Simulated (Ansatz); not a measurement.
# SiNH4 (SMILES [NH][SiH3]): UB3LYP/6-31G(d) (spherical functions)

What is the electronic atomisation energy of SiNH4 at UB3LYP/6-31G* (spherical functions)? 

Program for the calculation: Ansatz 0.2.0.

43 further runs of the same task are left out: 43 set aside as unsound or not needed.

### 1 The molecule

The species is SiNH4 (6 atoms), meant as a doublet with charge 0. SMILES: `[NH][SiH3]`. The coordinates come from a PBE0-D4/def2-TZVP relaxation.

Bond lengths: N1–Si2 1.753 Å, N1–H3 1.023 Å, Si2–H4 1.491 Å, Si2–H5 1.491 Å, Si2–H6 1.481 Å. Angles: N1–Si2–H4 110.8°, N1–Si2–H5 109.1°, N1–Si2–H6 109.3°, Si2–N1–H3 111.9°, H4–Si2–H5 108.6°, H4–Si2–H6 109.5°, H5–Si2–H6 109.5°.

### 2 A single-point energy at UB3LYP/6-31G(d) (spherical functions)

Contents of in.yaml:

```yaml
crystal:
  periodic: [false, false, false]
  atoms:
    - symbol: "N"
      position_ang: [0.592100, -0.835200, 0.909500]
    - symbol: Si
      position_ang: [-0.203700, 0.347600, -0.110000]
    - symbol: H
      position_ang: [0.922800, -1.640700, 0.372700]
    - symbol: H
      position_ang: [-1.310600, -0.282300, -0.885500]
    - symbol: H
      position_ang: [0.789500, 0.911800, -1.068900]
    - symbol: H
      position_ang: [-0.748100, 1.434800, 0.736200]
basis:
  gaussian: {orbitals: 6-31G_st_-spherical.json}
magnetization: {spin_polarized: true, initial_magnetization: 1}
hamiltonian: {xc: {name: B3LYP}}
accuracy: high
output: {orbitals: {seedname: orbitals}}
```

The basis set 6-31G* is read from a file made from the Basis Set Exchange's data (not shown).

Started as:

```sh
$ ansatz run in.yaml --threads 1 --pin off --max-ram 3480MiB --events-out events.jsonl --progress --plain --runs-dir runs
```

Standard output:

```text
Warning: RAYON_NUM_THREADS=1 ignored (pool sized by the plan → 1); use --threads N
Functional definition: B3LYP
  name "B3LYP"
  parameter a0 = 0.2
  parameter ax = 0.72
  parameter ac = 0.81
  exchange = (1 - a0 - ax)*slater_x + ax*b88_x + a0*exact_x
  correlation = (1 - ac)*vwn_rpa_c + ac*lyp_c
884 factors; integrals over basis functions are off by at most 3.6e-9 eV
mean field evaluation 1: about -9426.5251 eV, gradient 3.0e1 eV
mean field evaluation 2: about -9418.1774 eV, gradient 4.9e1 eV
mean field evaluation 4: about -9430.7992 eV, gradient 1.0e0 eV
mean field evaluation 8: about -9430.9195 eV, gradient 2.5e-2 eV
mean field evaluation 16: about -9430.9195 eV, gradient 5.0e-5 eV
mean field evaluation 32: about -9430.8090 eV, gradient 2.0e0 eV
mean field -9430.91952945 eV, -346.5799002005 hartree, gradient 4.1e-8 eV, S^2 0.753322; 2 other end points of the search recorded, 0 dependent functions left out
reference -9430.91956346 eV, -346.5799014505 hartree; 13, 12 occupied and 27, 28 virtual orbitals, 884 factors
Total energy: -9430.91956346 eV, -346.5799014505 hartree
```

Wall time 4.8 s (1 thread of Arm Neoverse V2, shared host); peak memory 0.15 GiB.

### 3 The H atom

Contents of in.yaml:

```yaml
crystal:
  periodic: [false, false, false]
  atoms:
    - {symbol: H, position_ang: [0.000000, 0.000000, 0.000000]}
basis:
  gaussian:
    orbitals: "6-31G*"
magnetization:
  spin_polarized: true
  initial_magnetization: 1
hamiltonian:
  xc: {name: B3LYP}
accuracy: high
```

Started as:

```sh
$ ansatz run in.yaml --threads 1 --pin off --max-ram 3480MiB --events-out events.jsonl --progress --plain --runs-dir runs
```

Standard output:

```text
Warning: RAYON_NUM_THREADS=1 ignored (pool sized by the plan → 1); use --threads N
Functional definition: B3LYP
  name "B3LYP"
  parameter a0 = 0.2
  parameter ax = 0.72
  parameter ac = 0.81
  exchange = (1 - a0 - ax)*slater_x + ax*b88_x + a0*exact_x
  correlation = (1 - ac)*vwn_rpa_c + ac*lyp_c
3 factors; integrals over basis functions are off by at most 5.4e-10 eV
mean field evaluation 1: about -13.6135 eV, gradient 2.1e-1 eV
mean field evaluation 2: about -13.6127 eV, gradient 2.0e-1 eV
mean field evaluation 4: about -13.6131 eV, gradient 4.2e-7 eV
mean field evaluation 8: about -13.6131 eV, gradient 8.0e-10 eV
mean field -13.61309805 eV, -0.5002721262 hartree, gradient 8.6e-9 eV, S^2 0.750000; 0 other end points of the search recorded, 0 dependent functions left out
reference -13.61311596 eV, -0.5002727842 hartree; 1, 0 occupied and 1, 2 virtual orbitals, 3 factors
Total energy: -13.61311596 eV, -0.5002727842 hartree
```

Run time: 0.12 s. Hardware: 1 thread of Arm Neoverse V2, shared host.

### 4 The N atom, same level

Contents of in.yaml:

```yaml
crystal:
  periodic: [false, false, false]
  atoms:
    - {symbol: N, position_ang: [0.000000, 0.000000, 0.000000]}
basis:
  gaussian:
    orbitals: 6-31G_st_-spherical.json
magnetization:
  spin_polarized: true
  initial_magnetization: 3
hamiltonian:
  xc: {name: B3LYP}
accuracy: high
```

The basis set 6-31G* is read from a file made from the Basis Set Exchange's data (not shown).

Run the same way, it converges to -54.58288 Eh (log not shown).

### 5 The Si atom at the same level

Contents of input.yaml:

```yaml
crystal:
  periodic: [false, false, false]
  atoms:
    - {symbol: Si, position_ang: [0.000000, 0.000000, 0.000000]}
basis:
  gaussian:
    orbitals: 6-31G_st_-spherical.json
magnetization:
  spin_polarized: true
  initial_magnetization: 2
hamiltonian:
  xc: {name: B3LYP}
accuracy: high
```

The basis set 6-31G* is read from a file made from the Basis Set Exchange's data (not shown).

Run the same way, it converges to -289.36979 Eh (log not shown).

### 6 Results

Level: UB3LYP/6-31G* (spherical functions).

| quantity | value |
| --- | --- |
| molecule: total energy | -346.57990 Eh |
| molecule: HOMO energy (highest over α and β) | -7.43 eV |
| molecule: LUMO energy (lowest over α and β) | -3.50 eV |
| molecule: ⟨S²⟩ | 0.753 |
| H atom: total energy | -0.50027 Eh |
| H atom: ⟨S²⟩ | 0.750 |
| N atom: total energy | -54.58288 Eh |
| N atom: ⟨S²⟩ | 3.752 |
| Si atom: total energy | -289.36979 Eh |
| Si atom: ⟨S²⟩ | 2.002 |
| electronic atomisation energy | 17.038 eV |

**Reading.** Taking the molecule apart into free atoms costs 17.04 eV (1644 kJ/mol), before zero-point energy and without spin-orbit coupling.
